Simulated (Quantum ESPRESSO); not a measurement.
A Quantum ESPRESSO 7.5 run (PBEsol) on a crystal of composition Mo2C3 lists these optical modes at the zone centre:

```csv
symmetry,cm⁻¹,components,active in
T2u,504i,3,silent
T1u,470i,3,IR
T1u,244i,3,IR
T1u,832,3,IR
```

Task: How many atoms does the primitive cell hold, does the crystal have a centre of inversion, and what is its point group?

Result: 12 optical and 3 acoustic modes make 5 atoms. The labels g and u show a centre of inversion, so no mode is both infrared and Raman active. The point group is m-3m (space group Pm-3m, No. 221).

The cell:

```
Mo C
1.0
     3.92024    0.00000    0.00000
     0.00000    3.92024    0.00000
     0.00000    0.00000    3.92024
Mo C
2 3
Direct
  0.50000 0.50000 0.50000
  0.00000 0.00000 0.00000
  0.00000 0.50000 0.50000
  0.50000 0.00000 0.50000
  0.50000 0.50000 0.00000
```

Caveat: the k mesh is coarse; the mesh is thin for the phonons of a metal; some modes are imaginary.
